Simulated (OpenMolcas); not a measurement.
**Ru⁵⁺ among point charges: CASSCF and CASPT2 levels and susceptibility, part 1 of 2**

Aim: the splitting of the states of Ru⁵⁺ in the field of 6 point charges, its lowest levels with spin-orbit coupling and its magnetic susceptibility.

Method: state-averaged CASSCF and CASPT2, spin-orbit coupling by RASSI with atomic mean-field integrals. Code: OpenMolcas 26.06.

**1. The system**

```
Species                           : Ru⁵⁺ (ruthenium, Z = 44, 39 electrons)
Basis                             : ANO-RCC-VTZP [7s6p4d2f1g], 68 functions
Scalar Hamiltonian                : DKH2, point nucleus
Inactive shells                   : 1s 2s 2p 3s 3p 3d 4s 4p
Active space                      : 3 electrons in 5 orbitals (4d)
Some configurations of this space : 4d3
Orbitals                          : optimised for each spin and parity, averaged over all roots
```

Outer shells as boxes (Hund's rule):

4d3
```
4d [↑ ][↑ ][↑ ][  ][  ]
```

The ion sits among 6 point charges of -1.5 e arranged as a trigonal antiprism (D3d), 1.69 Å from the ion, with a polar angle of 47.1° against the regular 54.74°.

The work runs as a chain of OpenMolcas steps in one folder; each step below is one input file. Labels, J, g values, rates, χT and fits are worked out afterwards by a script from the matrices that RASSI stores. The input lists half of the charges; inversion (Group=XYZ) makes the rest.

**2. One- and two-electron integrals**

a.inp

```
&GATEWAY
Coord
1

Ru 0.0 0.0 0.0
Basis=ANO-RCC-VTZP
Group=XYZ
NoMove
AngMom=0.0 0.0 0.0
AMFI
XField
3 Angstrom 0
0.000000 1.237448 1.151010 -1.500000
1.071661 -0.618724 1.151010 -1.500000
1.071661 0.618724 -1.151010 -1.500000
&SEWARD
```

Command:

```bash
$ OMP_NUM_THREADS=1 MOLCAS_MEM=1689 MOLCAS_PROJECT=a pymolcas a.inp > a.log
```

Output:

```text
Basis set label: RU.ANO-RCC...7S6P4D2F1G.

      Electronic valence basis set:
      ------------------
      Associated Effective Charge  44.000000 au
      Associated Actual Charge     44.000000 au
      Nuclear Model: Point charge

      Shell  nPrim  nBasis  Cartesian Spherical Contaminant
         s      21       7        X
         p      18       6        X
         d      13       4                 X
         f       6       2                 X
         g       4       1                 X
                  Relativistic Douglas-Kroll-Hess integrals:
                    - DKH order of Hamiltonian: 2
                    - DKH order of Properties : 0
                  Atomic mean-field integrals
```

**3. CASSCF: quartets of even parity, 10 roots**

a.inp

```
&RASSCF
FileOrb=start.orb
Symmetry=1
Spin=4
nActEl=3 0 0
Inactive=9 9
Ras2=5 0
CIRoot=10 10 1
SDav=10
CIMx=300
Iter=120 100
PrWF=0.3
OrbListing=Nothing
MaxOrb=0
>>> COPY $Project.JobIph JOB001
```

Command:

```bash
$ OMP_NUM_THREADS=1 MOLCAS_MEM=1689 MOLCAS_PROJECT=a pymolcas a.inp > a.log
```

start.orb holds the contracted functions of the basis, ordered by shell, or the orbitals of the step before.

Output, shortened:

```text
[...]
      Number of active orbitals                  5
[...]
      Spin quantum number                      1.5
[...]
      Active orbitals                            5   0
[...]
      Number of CSFs                            10
      Number of root(s) required                10
[...]
      Convergence after  8 iterations
[...]
      Natural orbitals and occupation numbers for root  1
      sym 1:   0.994322   0.005678   1.000000   0.005678   0.994322
      Natural orbitals and occupation numbers for root  2
      sym 1:   0.869797   1.000000   0.130203   0.130203   0.869797
      Natural orbitals and occupation numbers for root  3
      sym 1:   1.000000   0.130203   0.130203   0.869797   0.869797
::    RASSCF root number  1 Total energy:  -4535.91782139
::    RASSCF root number  2 Total energy:  -4535.87547254
::    RASSCF root number  3 Total energy:  -4535.87547251
[...]
::    RASSCF root number  7 Total energy:  -4535.82543173
::    RASSCF root number  8 Total energy:  -4535.79419277
::    RASSCF root number  9 Total energy:  -4535.79419271
::    RASSCF root number 10 Total energy:  -4535.72689747
```

**4. Reference wave functions, doublets of even parity, 40 roots**

a.inp

```
&RASSCF
FileOrb=start.orb
Symmetry=1
Spin=2
nActEl=3 0 0
Inactive=9 9
Ras2=5 0
CIRoot=40 40 1
SDav=40
CIMx=300
Iter=120 100
PrWF=0.3
OrbListing=Nothing
MaxOrb=0
>>> COPY $Project.JobIph JOB002
```

Output, shortened:

```text
[...]
      Number of active orbitals                  5
[...]
      Spin quantum number                      0.5
[...]
      Active orbitals                            5   0
[...]
      Number of CSFs                            40
      Number of root(s) required                40
[...]
      Convergence after  6 iterations
[...]
      Natural orbitals and occupation numbers for root  1
      sym 1:   1.473292   0.045117   1.011105   0.439378   0.031107
      Natural orbitals and occupation numbers for root  2
      sym 1:   1.496245   0.962432   0.018874   0.469931   0.052517
      Natural orbitals and occupation numbers for root  3
      sym 1:   1.166915   1.063554   0.016562   0.044945   0.708025
::    RASSCF root number  1 Total energy:  -4535.83823148
::    RASSCF root number  2 Total energy:  -4535.83823147
::    RASSCF root number  3 Total energy:  -4535.83632309
[...]
::    RASSCF root number 27 Total energy:  -4535.71207228
::    RASSCF root number 28 Total energy:  -4535.71207225
::    RASSCF root number 29 Total energy:  -4535.70319256
::    RASSCF root number 30 Total energy:  -4535.70036808
```

**5. State interaction with spin-orbit coupling**

a.inp

```
&RASSI
NrOfJobIphs=2 10 40
1 2 3 4 5 6 7 8 9 10
1 2 3 4 5 6 7 8 9 10 11 12 13 14 15 16 17 18 19 20 21 22 23 24 25 26 27
28 29 30 31 32 33 34 35 36 37 38 39 40
IphNames
JOB001
JOB002
EJob
SpinOrbit
DIPRint=1.0
SOCoupling=1000.0
Subsets=2
Property=9
'ANGMOM' 1 'ANGMOM' 2 'ANGMOM' 3 'MLTPL  1' 1 'MLTPL  1' 2 'MLTPL  1' 3
'AMFI' 1 'AMFI' 2 'AMFI' 3
SOProperty=3
'ANGMOM' 1 'ANGMOM' 2 'ANGMOM' 3
```

Output:

```text
SPIN-FREE ENERGIES:
  (Shifted by EMIN (a.u.) =      -4535.9178213852)

 SF State       Relative EMIN(au)   Rel lowest level(eV)    D:o, cm**(-1)      L_eff

     1             0.0000000000        0.0000000000              0.0000         2.9
     2             0.0423488457        1.1523707977           9294.4973         2.9
     3             0.0423488706        1.1523714741           9294.5028         2.9
     4             0.0677798265        1.8443830376          14875.9524         3.0
     5             0.0789568223        2.1485245890          17329.0195         2.8
    11             0.0795899081        2.1657517308          17467.9657         3.9
    12             0.0795899123        2.1657518454          17467.9667         3.9
    13             0.0814982917        2.2176814944          17886.8075         4.2
    14             0.0814983044        2.2176818387          17886.8103         4.2
     6             0.0923896280        2.5140498520          20277.1795         2.9
     7             0.0923896561        2.5140506166          20277.1857         2.9
    15             0.0980623971        2.6684137634          21522.2085         3.5
    16             0.1056801583        2.8757036057          23194.1138         3.3
    17             0.1193747044        3.2483511899          26199.7192         4.0
     8             0.1236286155        3.3641060072          27133.3448         1.5
     9             0.1236286703        3.3641074975          27133.3568         1.5
    18             0.1236771320        3.3654262086          27143.9930         4.2
    19             0.1236771544        3.3654268177          27143.9979         4.2
    20             0.1268579235        3.4519799560          27842.0960         3.7
    21             0.1309163588        3.5624156057          28732.8196         3.4
    22             0.1309163617        3.5624156842          28732.8202         3.4
    23             0.1375587375        3.7431639386          30190.6532         4.1
    24             0.1375587473        3.7431642048          30190.6554         4.1
    25             0.1546954717        4.2094782303          33951.7316         4.6
    26             0.1608341200        4.3765193620          35299.0092         4.2
    27             0.1608341309        4.3765196573          35299.0116         4.2
    28             0.1682875040        4.5793362726          36934.8379         4.2
    29             0.1709976266        4.6530824636          37529.6411         4.1
    30             0.1709976417        4.6530828762          37529.6444         4.1
    31             0.1770044508        4.8165364772          38847.9866         2.4
    32             0.1770044594        4.8165367109          38847.9885         2.4
    33             0.1876860846        5.1071985417          41192.3342         3.8
    34             0.1876861037        5.1071990597          41192.3384         3.8
    10             0.1909239118        5.1953043073          41902.9552         1.4
    35             0.1941323961        5.2826116143          42607.1361         3.4
    36             0.2027343938        5.5166838940          44495.0563         4.1
    37             0.2057491078        5.5987184419          45156.7096         3.6
    38             0.2057491329        5.5987191258          45156.7151         3.6
    39             0.2146288244        5.8403478392          47105.5821         3.1
    40             0.2174533031        5.9172058200          47725.4835         3.2
Eigenvalues of complex Hamiltonian:
   -----------------------------------
  (Shifted by EMIN (a.u.) =      -4535.9178213852)

 SO State       Relative EMIN(au)   Rel lowest level(eV)    D:o, cm**(-1)     J-value

     1            -0.0029131415        0.0000000000              0.0000         2.7
     2            -0.0029131415        0.0000000000              0.0000         2.7
     3            -0.0016584162        0.0341428149            275.3804         2.7
     4            -0.0016584162        0.0341428149            275.3804         2.7
     5             0.0392049266        1.1460910190           9243.8475         2.9
     6             0.0392049266        1.1460910190           9243.8475         2.9
     7             0.0406252937        1.1847411757           9555.5820         3.2
     8             0.0406252937        1.1847411757           9555.5820         3.2
     9             0.0414747152        1.2078551135           9742.0085         3.1
    10             0.0414747152        1.2078551135           9742.0085         3.1
    11             0.0429115493        1.2469533601          10057.3571         2.9
    12             0.0429115493        1.2469533601          10057.3571         2.9
    13             0.0612396950        1.7456876134          14079.9201         1.6
    14             0.0612396950        1.7456876134          14079.9201         1.6
    15             0.0653735607        1.8581758283          14987.1988         1.9
    16             0.0653735607        1.8581758283          14987.1988         1.9
    17             0.0730969607        2.0683402496          16682.2892         2.2
    18             0.0730969607        2.0683402496          16682.2892         2.2
    19             0.0749677856        2.1192479890          17092.8878         2.2
    20             0.0749677856        2.1192479890          17092.8878         2.2
    21             0.0772527955        2.1814262757          17594.3895         2.6
    22             0.0772527955        2.1814262757          17594.3895         2.6
    23             0.0811642925        2.2878635305          18452.8638         2.4
    24             0.0811642925        2.2878635305          18452.8638         2.4
    25             0.0819729878        2.3098692527          18630.3519         2.6
    26             0.0819729878        2.3098692527          18630.3519         2.6
    27             0.0877131073        2.4660658601          19890.1625         2.8
    28             0.0877131073        2.4660658601          19890.1625         2.8
    29             0.0877822784        2.4679481014          19905.3438         2.6
    30             0.0877822784        2.4679481014          19905.3438         2.6
    31             0.0900746270        2.5303260840          20408.4562         2.7
    32             0.0900746270        2.5303260840          20408.4562         2.7
    33             0.0936205616        2.6268158800          21186.6989         3.1
    34             0.0936205616        2.6268158800          21186.6989         3.1
    35             0.0936285554        2.6270334038          21188.4533         3.2
    36             0.0936285554        2.6270334038          21188.4533         3.2
    37             0.1001422321        2.8042795750          22618.0401         2.9
    38             0.1001422321        2.8042795750          22618.0401         2.9
    39             0.1090293834        3.0461112824          24568.5444         3.1
    40             0.1090293834        3.0461112824          24568.5444         3.1
    41             0.1166382827        3.2531599799          26238.5048         2.3
Weights of the five most important spin-orbit-free states for each spin-orbit state.

 SO State  Total energy (au)           Spin-free states, spin, and weights
 -------------------------------------------------------------------------------------------------------
    1        -0.002913       1 1.5  0.9475    2 1.5  0.0209    3 1.5  0.0209   16 0.5  0.0067   21 0.5  0.0006
    2        -0.002913       1 1.5  0.9475    2 1.5  0.0209    3 1.5  0.0209   16 0.5  0.0067   21 0.5  0.0006
    3        -0.001658       1 1.5  0.9731    3 1.5  0.0089    2 1.5  0.0089    4 1.5  0.0041   22 0.5  0.0018
    4        -0.001658       1 1.5  0.9731    3 1.5  0.0089    2 1.5  0.0089    4 1.5  0.0041   22 0.5  0.0018
    5         0.039205       2 1.5  0.4810    3 1.5  0.4810   11 0.5  0.0067   12 0.5  0.0067    7 1.5  0.0053
    6         0.039205       2 1.5  0.4810    3 1.5  0.4810   11 0.5  0.0067   12 0.5  0.0067    7 1.5  0.0053
    7         0.040625       2 1.5  0.4617    3 1.5  0.4617    1 1.5  0.0364   11 0.5  0.0073   12 0.5  0.0073
    8         0.040625       2 1.5  0.4617    3 1.5  0.4617    1 1.5  0.0364   11 0.5  0.0073   12 0.5  0.0073
    9         0.041475       3 1.5  0.4698    2 1.5  0.4698    1 1.5  0.0181    6 1.5  0.0082    7 1.5  0.0082
   10         0.041475       3 1.5  0.4698    2 1.5  0.4698    1 1.5  0.0181    6 1.5  0.0082    7 1.5  0.0082
   11         0.042912       3 1.5  0.4843    2 1.5  0.4843    1 1.5  0.0063   11 0.5  0.0037   12 0.5  0.0037
   12         0.042912       3 1.5  0.4843    2 1.5  0.4843    1 1.5  0.0063   11 0.5  0.0037   12 0.5  0.0037
```

Time for these steps: 10 s (1 thread of Arm Neoverse V1, shared host).

States without spin-orbit coupling:

| state | degeneracy | E (cm-1) | free-ion L (%) |
| --- | --- | --- | --- |
| 4A2 | 1 | 0 | F (95) |
| 4E | 2 | 9295 | F (91) |
| 4A1 | 1 | 14876 | F (100) |
| 4A2 | 1 | 17329 | F (90) |
| 2E | 2 | 17468 | G (53) |
| 2E | 2 | 17887 | G (43) |
| 4E | 2 | 20277 | F (91) |
| 2A2 | 1 | 21522 | G (44) |
| 2A1 | 1 | 23194 | D (52) |
| 2A1 | 1 | 26200 | G (87) |
| 4E | 2 | 27133 | P (82) |
| 2E | 2 | 27144 | H (66) |
| 2A2 | 1 | 27842 | G (33) |
| 2E | 2 | 28733 | G (53) |
| 2E | 2 | 30191 | G (47) |
| 2A1 | 1 | 33952 | H (61) |
| 2E | 2 | 35299 | H (53) |
| 2A2 | 1 | 36935 | H (63) |
| 2E | 2 | 37530 | H (60) |
| 2E | 2 | 38848 | P (56) |
| 2E | 2 | 41192 | G (35) |
| 4A2 | 1 | 41903 | P (85) |
| 2A1 | 1 | 42607 | D (50) |
| 2A2 | 1 | 44495 | H (55) |

With spin-orbit coupling:

```csv
E (cm-1),Degeneracy,Label,2S+1,g
0.0,2,E1/2,4,1.88 3.00 3.00
275.4,2,E3/2,4,0.00 0.00 5.61
9244,2,E1/2,4,1.35 2.63 2.63
9556,2,E1/2,4,1.37 2.86 2.86
9742,2,E3/2,4,0.00 0.00 3.32
10057,2,E1/2,4,0.68 0.68 5.91
14080,2,E3/2,4,0.00 0.00 2.00
14987,2,E1/2,4,0.13 3.21 3.21
16682,2,E3/2,2,0.00 0.00 8.03
17093,2,E1/2,4,2.18 2.18 4.01
17594,2,E1/2,2,0.35 0.35 4.49
18453,2,E1/2,2,0.30 0.30 4.77
18630,2,E3/2,2,0.00 0.00 4.04
19890,2,E1/2,4,0.02 0.02 3.17
19905,2,E3/2,4,0.00 0.00 6.56
20408,2,E1/2,2,1.66 1.66 3.59
21187,2,E1/2,4,2.13 2.98 2.98
21188,2,E3/2,4,0.00 0.00 1.94
22618,2,E1/2,4,1.67 1.67 3.87
24569,2,E1/2,2,0.45 0.45 0.54
26239,2,E1/2,4,2.49 2.49 3.96
26546,2,E1/2,4,1.22 2.12 2.12
27040,2,E3/2,4,0.00 0.00 2.36
27714,2,E1/2,2,0.92 0.92 1.26
```

The table of states holds 24 of 33 computed; the rest, higher up, is left out. Principal g values are given for doublets only; a zero marks a field direction without first-order Zeeman splitting.

Powder χT (cm³ K/mol): 0.68 at 2 K, 0.69 at 5 K, 0.70 at 10 K, 0.72 at 20 K, 0.79 at 50 K, 0.91 at 100 K, 1.00 at 150 K, 1.07 at 200 K, 1.13 at 250 K, 1.17 at 300 K.

Orbitals of the lowest block (energies include the constant potential of the surroundings):

| shell | space | energy (hartree) | mean occupation | ⟨r²⟩ (bohr²) |
| --- | --- | --- | --- | --- |
| 1s | inactive | -816.6357 | 2.000 | 0.00147 |
| 2s | inactive | -120.2472 | 2.000 | 0.0248 |
| 2p | inactive | -107.4984 | 6.000 | 0.0196 |
| 3s | inactive | -22.2947 | 2.000 | 0.183 |
| 3p | inactive | -17.9815 | 6.000 | 0.186 |
| 3d | inactive | -11.0202 | 10.000 | 0.175 |
| 4s | inactive | -3.1342 | 2.000 | 1.13 |
| 4p | inactive | -1.7698 | 6.000 | 1.34 |
| 4d | RAS2 |  | 3.000 | 2.05 |

(Continued in part 2 of 2.)
